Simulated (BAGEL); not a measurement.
**BPNH3Cl (SMILES [NH]B(P)Cl) at ROHF/6-31G(d) (density fitting with qzvpp-jkfit, spherical functions)**

What is the vertical doublet–quartet gap of BPNH3Cl at ROHF/6-31G* (density fitting with qzvpp-jkfit, spherical functions)? 

The results are computed with BAGEL 1.2.2.

2 further runs of the same task are left out: 2 set aside as unsound or not needed.

## Step 1: Starting point

BPNH3Cl: 7 atoms, total charge 0, spin state doublet. As SMILES, `[NH]B(P)Cl`. Geometry: relaxed at GFN2-xTB. This is one conformer, not always the lowest.

Bond lengths: N1–B2 1.299 Å, B2–P3 2.053 Å, B2–Cl4 1.711 Å, N1–H5 0.996 Å, P3–H6 1.393 Å, P3–H7 1.395 Å. Angles: N1–B2–P3 116.0°, N1–B2–Cl4 134.2°, P3–B2–Cl4 109.7°, B2–N1–H5 140.2°, B2–P3–H6 98.8°, B2–P3–H7 94.2°, H6–P3–H7 92.4°.

## Step 2: A single-point energy at ROHF/6-31G(d) (density fitting with qzvpp-jkfit, spherical functions)

File input.json:

```json
{ "bagel": [

{
  "title": "molecule",
  "basis": "6-31gs.json",
  "df_basis": "qzvpp-jkfit",
  "angstrom": true,
  "geometry": [
    { "atom": "N", "xyz": [      -0.785510,       1.082410,      -0.724090 ] },
    { "atom": "B", "xyz": [      -0.724020,      -0.173150,      -0.395960 ] },
    { "atom": "P", "xyz": [       0.585420,      -0.644320,       1.113380 ] },
    { "atom": "Cl", "xyz": [      -1.425810,      -1.604560,      -1.018610 ] },
    { "atom": "H", "xyz": [      -0.456680,       1.970710,      -0.416170 ] },
    { "atom": "H", "xyz": [       1.270710,       0.566250,       1.185630 ] },
    { "atom": "H", "xyz": [       1.535900,      -1.197350,       0.255820 ] }
  ]
},

{ "title": "rohf", "nopen": 1 },

{ "title": "print", "file": "orbitals.molden", "orbitals": true }

]}
```

The basis set 6-31G* is read from a file made from the Basis Set Exchange's data (not shown).

The run is started by

```console
BAGEL_NUM_THREADS=1 BAGEL input.json > input.out
```

What it wrote:

```text
* using 1 threads per process

  ===============================================================
  ===============================================================

  *** Geometry ***

  { "atom" : "N", "xyz" : [     -1.484399,      2.045458,     -1.368332 ] },
  { "atom" : "B", "xyz" : [     -1.368200,     -0.327206,     -0.748256 ] },
  { "atom" : "P", "xyz" : [      1.106283,     -1.217588,      2.103983 ] },
  { "atom" : "Cl", "xyz" : [     -2.694390,     -3.032179,     -1.924894 ] },
  { "atom" : "H", "xyz" : [     -0.863000,      3.724102,     -0.786447 ] },
  { "atom" : "H", "xyz" : [      2.401294,      1.070057,      2.240516 ] },
  { "atom" : "H", "xyz" : [      2.902430,     -2.262664,      0.483430 ] },

  Number of auxiliary basis functions:      462

  Since a DF basis is specified, we compute 2- and 3-index integrals:
    o Being stored without compression. Storage requirement is 0.018 GB

  Number of basis functions:       70
  Number of electrons      :       47

    * METHOD: MOLECULE                             0.20

  *** Open-shell HF ***

  === Nuclear Repulsion ===
   176.8321595676

      * DIIS with orbital gradients will be used.

  === ROHF iteration (6-31gs.json) ===
      0       -880.79028412          0.04623160           0.12
      1       -880.85733463          0.04472953           0.12
      2       -880.89565992          0.03821226           0.12
      3       -881.05037385          0.00334990           0.12
      4       -881.05508253          0.00245052           0.12
      5       -881.05868450          0.00246263           0.11
      6       -881.06040596          0.00246780           0.12
      7       -881.06238167          0.00244605           0.12
      8       -881.06235923          0.00497354           0.12
      9       -881.07579581          0.00035368           0.12
     10       -881.07480990          0.00037879           0.12
     11       -881.07464925          0.00015846           0.12
     12       -881.07500232          0.00012148           0.12
     13       -881.07490388          0.00006475           0.12
     14       -881.07493070          0.00005486           0.12
     15       -881.07494218          0.00004344           0.12
     16       -881.07494304          0.00002172           0.12
     17       -881.07495406          0.00000802           0.12
     18       -881.07495443          0.00000479           0.12
     19       -881.07495342          0.00000191           0.12
     20       -881.07495323          0.00000055           0.12
     21       -881.07495325          0.00000027           0.12
     22       -881.07495323          0.00000012           0.12
     23       -881.07495323          0.00000005           0.12
     24       -881.07495323          0.00000002           0.12
     25       -881.07495323          0.00000001           0.12
    * SCF iteration converged.

    * S^2 (ROHF) is 0.7500

    * Permanent dipole moment:
           (   -0.242144,    -1.118484,     0.121687) a.u.

    * METHOD: ROHF                                 3.17

    * METHOD: PRINT                                0.01

  ===============================================================
```

It took 3.6 s on 1 thread of Arm Neoverse V2, shared host; peak memory 0.098 GiB.

## Step 3: The quartet at the same level

File input.json:

```json
{ "bagel" : [

{
  "title" : "molecule",
  "basis" : "6-31gs.json",
  "df_basis" : "qzvpp-jkfit",
  "angstrom" : true,
  "geometry" : [
    { "atom" : "N", "xyz" : [      -0.785510,       1.082410,      -0.724090 ] },
    { "atom" : "B", "xyz" : [      -0.724020,      -0.173150,      -0.395960 ] },
    { "atom" : "P", "xyz" : [       0.585420,      -0.644320,       1.113380 ] },
    { "atom" : "Cl", "xyz" : [      -1.425810,      -1.604560,      -1.018610 ] },
    { "atom" : "H", "xyz" : [      -0.456680,       1.970710,      -0.416170 ] },
    { "atom" : "H", "xyz" : [       1.270710,       0.566250,       1.185630 ] },
    { "atom" : "H", "xyz" : [       1.535900,      -1.197350,       0.255820 ] }
  ]
},

{ "title" : "rohf", "nopen" : 3 },

{ "title" : "print", "file" : "orbitals.molden", "orbitals" : true }

]}
```

The basis set 6-31G* is read from a file made from the Basis Set Exchange's data (not shown).

The run is started by

```console
BAGEL_NUM_THREADS=1 BAGEL input.json > input.out
```

What it wrote:

```text
* using 1 threads per process

  ===============================================================
  ===============================================================

  *** Geometry ***

  { "atom" : "N", "xyz" : [     -1.484399,      2.045458,     -1.368332 ] },
  { "atom" : "B", "xyz" : [     -1.368200,     -0.327206,     -0.748256 ] },
  { "atom" : "P", "xyz" : [      1.106283,     -1.217588,      2.103983 ] },
  { "atom" : "Cl", "xyz" : [     -2.694390,     -3.032179,     -1.924894 ] },
  { "atom" : "H", "xyz" : [     -0.863000,      3.724102,     -0.786447 ] },
  { "atom" : "H", "xyz" : [      2.401294,      1.070057,      2.240516 ] },
  { "atom" : "H", "xyz" : [      2.902430,     -2.262664,      0.483430 ] },

  Number of auxiliary basis functions:      462

  Since a DF basis is specified, we compute 2- and 3-index integrals:
    o Being stored without compression. Storage requirement is 0.018 GB

  Number of basis functions:       70
  Number of electrons      :       47

    * METHOD: MOLECULE                             0.20

  *** Open-shell HF ***

  === Nuclear Repulsion ===
   176.8321595676

      * DIIS with orbital gradients will be used.

  === ROHF iteration (6-31gs.json) ===
      0       -880.40265504          0.05019500           0.12
      1       -879.86024021          0.07965670           0.12
      2       -879.30903220          0.10086711           0.11
      3       -880.79113006          0.00720845           0.12
      4       -880.81919100          0.00535419           0.12
      5       -880.84041189          0.00359696           0.12
      6       -880.85346873          0.00259787           0.12
      7       -880.85750117          0.00157326           0.12
      8       -880.86077419          0.00083423           0.12
      9       -880.86175461          0.00062978           0.12
[... 31 lines of this table left out ...]
     41       -880.86366546          0.00000002           0.12
     42       -880.86366546          0.00000002           0.12
     43       -880.86366546          0.00000001           0.12
     44       -880.86366546          0.00000001           0.12
    * SCF iteration converged.

    * S^2 (ROHF) is 3.7500

    * Permanent dipole moment:
           (   -1.218919,    -0.985377,    -0.931638) a.u.

    * METHOD: ROHF                                 5.41

    * METHOD: PRINT                                0.01

  ===============================================================
```

Wall time 6 s (1 thread of Arm Neoverse V2, shared host); peak memory 0.098 GiB.

## Step 4: Results

Level: ROHF/6-31G* (density fitting with qzvpp-jkfit, spherical functions).

```
                                        quantity          value
                           doublet: total energy  -881.07495 Eh
                          doublet: dipole moment         2.93 D
                                   doublet: ⟨S²⟩          0.750
                           quartet: total energy  -880.86367 Eh
                          quartet: dipole moment         4.63 D
                                   quartet: ⟨S²⟩          3.750
vertical energy of the quartet above the doublet       5.749 eV
```

What this shows: At this shape the quartet lies 5.75 eV (555 kJ/mol) above the doublet.
